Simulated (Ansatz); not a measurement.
# InH₃ (quintet): the correlation ladder, def2-SVP

Aim: climb from Hartree-Fock through coupled cluster for InH₃ (quintet) at one geometry and basis, and see what each rung misses.

Program: Ansatz 0.2.0, Gaussian basis. Level of theory: def2-SVP, core rule «outside noble gas», up to 9 orbitals frozen. These are calculated values, not measurements.

The runs, in order: UHF; CCSD(T) on ROHF; CCSD(T) on UHF; BCCD(T) on ROHF; CISD; CCSDT(Q) on ROHF; CCSDT(Q) on UHF; Full CI.

21 further runs of the same task are left out: 7 for a known fault of the program, 6 that didn't finish, 8 set aside as unsound or not needed.

### 1 The system

The geometry is a PBE0/def2-TZVP stationary point (not a proven minimum) of the parent state, kept for this charge and spin. No spin-orbit coupling is included. Elements past krypton take def2 core potentials.

4 atoms, charge 0, spin multiplicity 5.

Atoms are counted from 1 here; the program's logs count them from 0.

Bond lengths: In1–H2 1.760 Å, H3–H4 0.769 Å.

In the tables R marks a restricted open-shell determinant and U an unrestricted one; energies count from the table's Hartree-Fock row.

### 2 UHF

File in.yaml:

```yaml
crystal:
  periodic: [false, false, false]
  atoms:
    - {symbol: In, position_ang: [0.000000, 0.017034, -0.038458]}
    - {symbol: H, position_ang: [0.000000, -1.726316, -0.276632]}
    - {symbol: H, position_ang: [0.384545, -0.107040, 2.328746]}
    - {symbol: H, position_ang: [-0.384545, -0.107040, 2.328746]}
basis:
  gaussian: {orbitals: def2-SVP}
magnetization: {spin_polarized: true, initial_magnetization: 4}
hamiltonian: {xc: hf}
output: {orbitals: {seedname: orbitals}}
```

Launch:

```
> ansatz run in.yaml --threads 1 --pin off --events-out ev --progress --plain --max-ram 2393MiB
```

Output:

```text
Functional definition: HF
  name "HF"
  cite "Fock, Z. Phys. 61, 126 (1930) doi:10.1007/BF01340294"
  parent pbe
  exchange = exact_x
  correlation = 0
494 factors; integrals over basis functions are off by at most 5.5e-4 eV
mean field evaluation 1: about -5186.1167 eV, gradient 8.4e0 eV
mean field evaluation 2: about -5186.1256 eV, gradient 8.4e0 eV
mean field evaluation 4: about -5187.8720 eV, gradient 1.6e0 eV
mean field evaluation 8: about -5187.9580 eV, gradient 5.3e-4 eV
mean field -5187.95801562 eV, -190.6539405497 hartree, gradient 1.1e-5 eV, S^2 6.006098; 0 other end points of the search recorded, 0 dependent functions left out
reference -5187.95801562 eV, -190.6539405497 hartree; 14, 10 occupied and 27, 31 virtual orbitals, 494 factors
Total energy: -5187.95801562 eV, -190.6539405497 hartree
```

Run time: 0.3 s. Hardware: 1 thread of Arm Neoverse V2, shared host.

From the report: ⟨S²⟩ of the determinant 6.006 (pure quintet: 6.00).

### 3 CCSD(T) on ROHF

in.yaml: that of step 2 with these lines changed.

```diff
@@ -9,4 +9,4 @@
   gaussian: {orbitals: def2-SVP}
-magnetization: {spin_polarized: true, initial_magnetization: 4}
-hamiltonian: {xc: hf}
-output: {orbitals: {seedname: orbitals}}
+magnetization: {spin_polarized: false, initial_magnetization: 4}
+correlation: {method: ccsd_t, electrons: outside_noble_gas}
+output: {forces: true}
```

The command is unchanged.

Output, cut to the lines that bear on the results:

```text
Functional definition: HF
  name "HF"
  cite "Fock, Z. Phys. 61, 126 (1930) doi:10.1007/BF01340294"
  parent pbe
[...]
494 factors; integrals over basis functions are off by at most 5.5e-4 eV
[...]
mean field -5187.87335608 eV, -190.6508293690 hartree, gradient 1.7e-6 eV, S^2 6.000000; 2 other end points of the search recorded, 0 dependent functions left out
determinant -5187.87335608 eV, -190.6508293690 hartree, with singles and doubles -5189.30203636 eV, -190.7033324008 hartree
determinant -5185.83233782 eV, -190.5758233313 hartree, with singles and doubles -5187.19544047 eV, -190.6259164301 hartree
determinant -5184.59381724 eV, -190.5303085396 hartree, with singles and doubles -5185.99248976 eV, -190.5817088067 hartree
9 core orbitals not correlated: weight in the atoms' cores, before any rotation towards them, 0.980 or more for the frozen orbitals, at most 0.014 for the correlated occupied ones
reference -5187.87335608 eV, -190.6508293690 hartree; 5, 1 occupied and 27, 31 virtual orbitals, 494 factors
second order -1.06016329 eV of doubles, -0.00608506 eV of singles
cycle   1  -1.41247659 eV  change   -1.1e-1 eV  update   1.4e-2
[...]
cycle  12  -1.42048129 eV  change    5.8e-8 eV  update   4.3e-7
perturbative correction -0.00917710 eV, -0.0003372521 hartree
[...]
Total energy: -5189.30301447 eV, -190.7033683458 hartree
Atom 0 at     0.000000     0.017034    -0.038458 Å, force    -0.000000     3.260707    -1.218490 eV/Å
Atom 1 at     0.000000    -1.726316    -0.276632 Å, force     0.000000    -3.121235    -0.348565 eV/Å
Atom 2 at     0.384545    -0.107040     2.328746 Å, force    -0.169655    -0.069736     0.783527 eV/Å
Atom 3 at    -0.384545    -0.107040     2.328746 Å, force     0.169655    -0.069736     0.783527 eV/Å
Dipole moment:    -0.000000    -0.389033     0.331752 e Å
```

Wall time 1.6 s (1 thread of Arm Neoverse V2, shared host).

From the report: correlation -1.4297 eV; T1 0.011; largest double amplitude 0.05.

### 4 CCSD(T) on UHF

in.yaml: that of step 3 with these lines changed.

```diff
@@ -9,3 +9,3 @@
   gaussian: {orbitals: def2-SVP}
-magnetization: {spin_polarized: false, initial_magnetization: 4}
+magnetization: {spin_polarized: true, initial_magnetization: 4}
 correlation: {method: ccsd_t, electrons: outside_noble_gas}
```

The command is unchanged.

Output, cut to the lines that bear on the results:

```text
Functional definition: HF
  name "HF"
  cite "Fock, Z. Phys. 61, 126 (1930) doi:10.1007/BF01340294"
  parent pbe
[...]
494 factors; integrals over basis functions are off by at most 5.5e-4 eV
[...]
mean field -5187.95801562 eV, -190.6539405497 hartree, gradient 7.1e-7 eV, S^2 6.006098; 2 other end points of the search recorded, 0 dependent functions left out
determinant -5187.95801562 eV, -190.6539405497 hartree, with singles and doubles -5189.37319448 eV, -190.7059474137 hartree
determinant -5185.88587586 eV, -190.5777908181 hartree, with singles and doubles -5187.24102771 eV, -190.6275917300 hartree
determinant -5184.65292430 eV, -190.5324806841 hartree, with singles and doubles -5186.03947820 eV, -190.5834355999 hartree
9 core orbitals not correlated: weight in the atoms' cores, before any rotation towards them, 0.979 or more for the frozen orbitals, at most 0.014 for the correlated occupied ones
reference -5187.95801562 eV, -190.6539405497 hartree; 5, 1 occupied and 27, 31 virtual orbitals, 494 factors
second order -1.05461858 eV of doubles, -0.00000000 eV of singles
cycle   1  -1.39903138 eV  change   -1.0e-1 eV  update   1.4e-2
[...]
cycle  12  -1.40665750 eV  change    6.7e-8 eV  update   3.9e-7
perturbative correction -0.00889161 eV, -0.0003267608 hartree
[...]
Total energy: -5189.37356473 eV, -190.7059610202 hartree
Atom 0 at     0.000000     0.017034    -0.038458 Å, force     0.000000     3.202990    -1.240703 eV/Å
Atom 1 at     0.000000    -1.726316    -0.276632 Å, force     0.000000    -3.063929    -0.342438 eV/Å
Atom 2 at     0.384545    -0.107040     2.328746 Å, force    -0.181120    -0.069531     0.791571 eV/Å
Atom 3 at    -0.384545    -0.107040     2.328746 Å, force     0.181120    -0.069531     0.791571 eV/Å
Dipole moment:     0.000000    -0.392793     0.327650 e Å
```

Run time: 1.6 s. Hardware: 1 thread of Arm Neoverse V2, shared host.

From the report: ⟨S²⟩ of the determinant 6.006 (pure quintet: 6.00); correlation -1.4155 eV; T1 0.009; largest double amplitude 0.05.

### 5 BCCD(T) on ROHF

in.yaml: that of step 4 with these lines changed.

```diff
@@ -9,4 +9,3 @@
   gaussian: {orbitals: def2-SVP}
-magnetization: {spin_polarized: true, initial_magnetization: 4}
-correlation: {method: ccsd_t, electrons: outside_noble_gas}
-output: {forces: true}
+magnetization: {spin_polarized: false, initial_magnetization: 4}
+correlation: {method: bccd_t, electrons: outside_noble_gas}
```

The command is unchanged.

Output, cut to the lines that bear on the results:

```text
Functional definition: HF
  name "HF"
  cite "Fock, Z. Phys. 61, 126 (1930) doi:10.1007/BF01340294"
  parent pbe
[...]
494 factors; integrals over basis functions are off by at most 5.5e-4 eV
[...]
mean field -5187.87335608 eV, -190.6508293690 hartree, gradient 1.7e-6 eV, S^2 6.000000; 2 other end points of the search recorded, 0 dependent functions left out
determinant -5187.87335608 eV, -190.6508293690 hartree, with singles and doubles -5189.30203636 eV, -190.7033324008 hartree
determinant -5185.83233782 eV, -190.5758233313 hartree, with singles and doubles -5187.19544047 eV, -190.6259164301 hartree
determinant -5184.59381724 eV, -190.5303085396 hartree, with singles and doubles -5185.99248976 eV, -190.5817088067 hartree
9 core orbitals not correlated: weight in the atoms' cores, before any rotation towards them, 0.980 or more for the frozen orbitals, at most 0.014 for the correlated occupied ones
reference -5187.87335608 eV, -190.6508293690 hartree; 5, 1 occupied and 27, 31 virtual orbitals, 494 factors
second order -1.06016329 eV of doubles, -0.00608506 eV of singles
cycle   1  -1.41383234 eV  change   -1.1e-1 eV  update   1.4e-2
[...]
cycle   9  -1.42019787 eV  change   -8.7e-7 eV  update   5.6e-6
perturbative correction -0.00945879 eV, -0.0003476040 hartree
Total energy: -5189.30301274 eV, -190.7033682822 hartree
```

Wall time 1 s (1 thread of Arm Neoverse V2, shared host).

From the report: correlation -1.4297 eV; largest double amplitude 0.05.

### 6 CISD

in.yaml: that of step 5 with these lines changed.

```diff
@@ -10,2 +10,2 @@
 magnetization: {spin_polarized: false, initial_magnetization: 4}
-correlation: {method: bccd_t, electrons: outside_noble_gas}
+correlation: {active_space: {ras: {orbitals: [1, 4, 27], electrons: 6, max_holes: 2, max_particles: 2}, fixed_orbitals: true}}
```

The command is unchanged.

Output:

```text
Functional definition: HF
  name "HF"
  cite "Fock, Z. Phys. 61, 126 (1930) doi:10.1007/BF01340294"
  parent pbe
  exchange = exact_x
  correlation = 0
494 factors; integrals over basis functions are off by at most 5.5e-4 eV
mean field evaluation 1: about -5185.5839 eV, gradient 1.1e1 eV
mean field evaluation 2: about -5185.5894 eV, gradient 1.1e1 eV
mean field evaluation 4: about -5187.8404 eV, gradient 1.4e0 eV
mean field evaluation 8: about -5187.8734 eV, gradient 1.0e-4 eV
mean field -5187.87335608 eV, -190.6508293690 hartree, gradient 1.7e-6 eV, S^2 6.000000; 0 other end points of the search recorded, 0 dependent functions left out
reference -5187.87335608 eV, -190.6508293690 hartree; 14, 10 occupied and 27, 31 virtual orbitals, 494 factors
state -5189.27722093 eV, -190.7024204507 hartree
Total energy: -5189.27722093 eV, -190.7024204507 hartree
```

Wall time 0.78 s (1 thread of Arm Neoverse V2, shared host).

From the report: 11,094 determinants.

### 7 CCSDT(Q) on ROHF

in.yaml: that of step 6 with these lines changed.

```diff
@@ -10,2 +10,2 @@
 magnetization: {spin_polarized: false, initial_magnetization: 4}
-correlation: {active_space: {ras: {orbitals: [1, 4, 27], electrons: 6, max_holes: 2, max_particles: 2}, fixed_orbitals: true}}
+correlation: {method: ccsdt_q, electrons: outside_noble_gas}
```

Launched as before.

Output, cut to the lines that bear on the results:

```text
Functional definition: HF
  name "HF"
  cite "Fock, Z. Phys. 61, 126 (1930) doi:10.1007/BF01340294"
  parent pbe
[...]
878 factors; integrals over basis functions are off by at most 2.3e-7 eV
[...]
mean field -5187.87342579 eV, -190.6508319310 hartree, gradient 2.5e-6 eV, S^2 6.000000; 2 other end points of the search recorded, 0 dependent functions left out
[...]
determinant -5187.87342579 eV, -190.6508319310 hartree, with singles and doubles -5189.30210504 eV, -190.7033349251 hartree
determinant -5185.83244025 eV, -190.5758270955 hartree, with singles and doubles -5187.19553747 eV, -190.6259199948 hartree
determinant -5184.59393868 eV, -190.5303130026 hartree, with singles and doubles -5185.99260012 eV, -190.5817128624 hartree
9 core orbitals not correlated: weight in the atoms' cores, before any rotation towards them, 0.980 or more for the frozen orbitals, at most 0.014 for the correlated occupied ones
reference -5187.87342579 eV, -190.6508319310 hartree; 5, 1 occupied and 27, 31 virtual orbitals, 878 factors
second order -1.06016283 eV of doubles, -0.00608507 eV of singles
cycle   1  -1.31302399 eV  change   -2.5e-1 eV  update   4.0e-2
[...]
cycle  15  -1.43333944 eV  change    3.7e-7 eV  update   4.5e-7
perturbative correction -0.00019002 eV, -0.0000069832 hartree
Total energy: -5189.30695526 eV, -190.7035131670 hartree
```

Wall time 4.2 s (1 thread of Arm Neoverse V2, shared host).

From the report: correlation -1.4335 eV; T1 0.012; largest double amplitude 0.05.

### 8 CCSDT(Q) on UHF

in.yaml: that of step 7 with these lines changed.

```diff
@@ -9,3 +9,3 @@
   gaussian: {orbitals: def2-SVP}
-magnetization: {spin_polarized: false, initial_magnetization: 4}
+magnetization: {spin_polarized: true, initial_magnetization: 4}
 correlation: {method: ccsdt_q, electrons: outside_noble_gas}
```

The command is unchanged.

Output, cut to the lines that bear on the results:

```text
Functional definition: HF
  name "HF"
  cite "Fock, Z. Phys. 61, 126 (1930) doi:10.1007/BF01340294"
  parent pbe
[...]
878 factors; integrals over basis functions are off by at most 2.3e-7 eV
[...]
mean field -5187.95808514 eV, -190.6539431045 hartree, gradient 3.8e-6 eV, S^2 6.006098; 2 other end points of the search recorded, 0 dependent functions left out
determinant -5187.95808514 eV, -190.6539431045 hartree, with singles and doubles -5189.37326272 eV, -190.7059499213 hartree
determinant -5185.88597767 eV, -190.5777945598 hartree, with singles and doubles -5187.24112404 eV, -190.6275952700 hartree
determinant -5184.65304471 eV, -190.5324851090 hartree, with singles and doubles -5186.03958760 eV, -190.5834396205 hartree
9 core orbitals not correlated: weight in the atoms' cores, before any rotation towards them, 0.979 or more for the frozen orbitals, at most 0.014 for the correlated occupied ones
reference -5187.95808514 eV, -190.6539431045 hartree; 5, 1 occupied and 27, 31 virtual orbitals, 878 factors
second order -1.05461814 eV of doubles, -0.00000000 eV of singles
cycle   1  -1.29991027 eV  change   -2.5e-1 eV  update   3.9e-2
[...]
cycle  15  -1.41913455 eV  change    3.4e-7 eV  update   3.9e-7
perturbative correction -0.00018792 eV, -0.0000069058 hartree
Total energy: -5189.37740760 eV, -190.7061022430 hartree
```

It took 4 s on 1 thread of Arm Neoverse V2, shared host.

From the report: ⟨S²⟩ of the determinant 6.006 (pure quintet: 6.00); correlation -1.4193 eV; T1 0.010; largest double amplitude 0.05.

### 9 Full CI

in.yaml: that of step 8 with these lines changed.

```diff
@@ -9,3 +9,3 @@
   gaussian: {orbitals: def2-SVP}
-magnetization: {spin_polarized: true, initial_magnetization: 4}
-correlation: {method: ccsdt_q, electrons: outside_noble_gas}
+magnetization: {spin_polarized: false, initial_magnetization: 4}
+correlation: {method: fci, electrons: outside_noble_gas}
```

Same command.

Output:

```text
Functional definition: HF
  name "HF"
  cite "Fock, Z. Phys. 61, 126 (1930) doi:10.1007/BF01340294"
  parent pbe
  exchange = exact_x
  correlation = 0
878 factors; integrals over basis functions are off by at most 2.3e-7 eV
mean field evaluation 1: about -5185.5506 eV, gradient 1.1e1 eV
mean field evaluation 2: about -5185.5900 eV, gradient 1.1e1 eV
mean field evaluation 4: about -5187.8375 eV, gradient 1.5e0 eV
mean field evaluation 8: about -5187.8734 eV, gradient 9.7e-5 eV
mean field -5187.87342579 eV, -190.6508319310 hartree, gradient 2.5e-6 eV, S^2 6.000000; 0 other end points of the search recorded, 0 dependent functions left out
mean field evaluation 16: about -5186.1278 eV, gradient 8.4e0 eV
9 core orbitals not correlated: weight in the atoms' cores, before any rotation towards them, 0.998 or more for the frozen orbitals, at most 0.002 for the correlated occupied ones
reference -5187.87342579 eV, -190.6508319310 hartree; 5, 1 occupied and 27, 31 virtual orbitals, 878 factors
state -5189.30590837 eV, -190.7034746947 hartree
Total energy: -5189.30590837 eV, -190.7034746947 hartree
```

Run time: 2.1 min. Hardware: 1 thread of Arm Neoverse V2, shared host; peak memory 0.61 GiB.

From the report: 3,224,606 determinants, symmetry A''.

### 10 How many determinants matter

Natural occupations of the FCI state about the gap (report; correlated orbitals 1 to 10): 1.962, 0.999, 0.993, 0.989, 0.989, 0.023, 0.007, 0.006, 0.005, 0.005. The count of effectively unpaired electrons, Σ n²(2 − n)², is 4.01; a single determinant of this spin has 4.

### 11 Misses and costs

The yardstick is full CI for this spin, exact in this basis with these frozen cores. Rows without a time come out of other runs: HF, MP2 and CCSD of CCSD(T), CCSDT of CCSDT(Q). The times of RCCSD(T), UCCSD(T) include forces.

Differences are taken before rounding.

```csv
method,energy from the lowest RHF (kJ/mol),from FCI (kJ/mol),time
RHF,0.0,+138.2,
UHF,-8.2,+130.1,
RMP2,-102.9,+35.3,
UMP2,-109.9,+28.3,
RCCSD,-137.1,+1.2,
UCCSD,-143.9,-5.7,
RCCSD(T),-137.9,+0.3,1.6 s
UCCSD(T),-144.7,-6.5,1.6 s
BCCD(T),-137.9,+0.3,1 s
RCCSDT,-138.3,-0.1,
UCCSDT,-145.1,-6.9,
RCCSDT(Q),-138.3,-0.1,4.2 s
UCCSDT(Q),-145.1,-6.9,4 s
FCI,-138.2,0,2.1 min
```

Among the levels timed on like hardware and quicker than the yardstick, those that no quicker one beats, quickest first: BCCD(T) (1 s, +0.3 kJ/mol); RCCSD(T) (1.6 s, +0.3 kJ/mol); RCCSDT(Q) (4.2 s, -0.1 kJ/mol).

Not comparable, so not listed: CISD (they don't share determinant, frozen orbitals or solution with the rows shown, or repeat one).

### 12 Summary of results

| quantity | value |
| --- | --- |
| FCI below the RHF energy | -1.4326 eV |
| RMP2 from FCI | +35.3 kJ/mol |
| UMP2 from FCI | +28.3 kJ/mol |
| RCCSD from FCI | +1.2 kJ/mol |
| RCCSD(T) from FCI | +0.3 kJ/mol |
| UCCSD(T) from FCI | -6.5 kJ/mol |
| RCCSDT(Q) from FCI | -0.1 kJ/mol |
| UCCSDT(Q) from FCI | -6.9 kJ/mol |
| levels within 1 kcal/mol (43 meV) | RCCSD, RCCSD(T), BCCD(T), RCCSDT, RCCSDT(Q) |
| T1 diagnostic | 0.011 |
| effectively unpaired electrons | 4.01 |

**Reading.** RCCSD(T) lands +0.3 kJ/mol from the yardstick (0.2 % of the correlation energy). CCSD(T) misses by +0.3 kJ/mol on the restricted determinant and by -6.5 kJ/mol on the unrestricted one; the two need not hold the same state or core. UCCSD, UCCSD(T), UCCSDT, UCCSDT(Q) fall below full CI: unrestricted runs freeze a spin-polarised core, another one than full CI's, and coupled cluster isn't variational. One determinant dominates. These misses are within one basis, not against nature; the frozen cores of restricted and unrestricted runs differ, which can shift their rows.

For cost: RCCSDT(Q) gets within 0.1 kJ/mol in 4.2 s, where FCI took 2.1 min; the quickest level in the cost chart, BCCD(T), takes 1 s and misses by 0.3 kJ/mol.
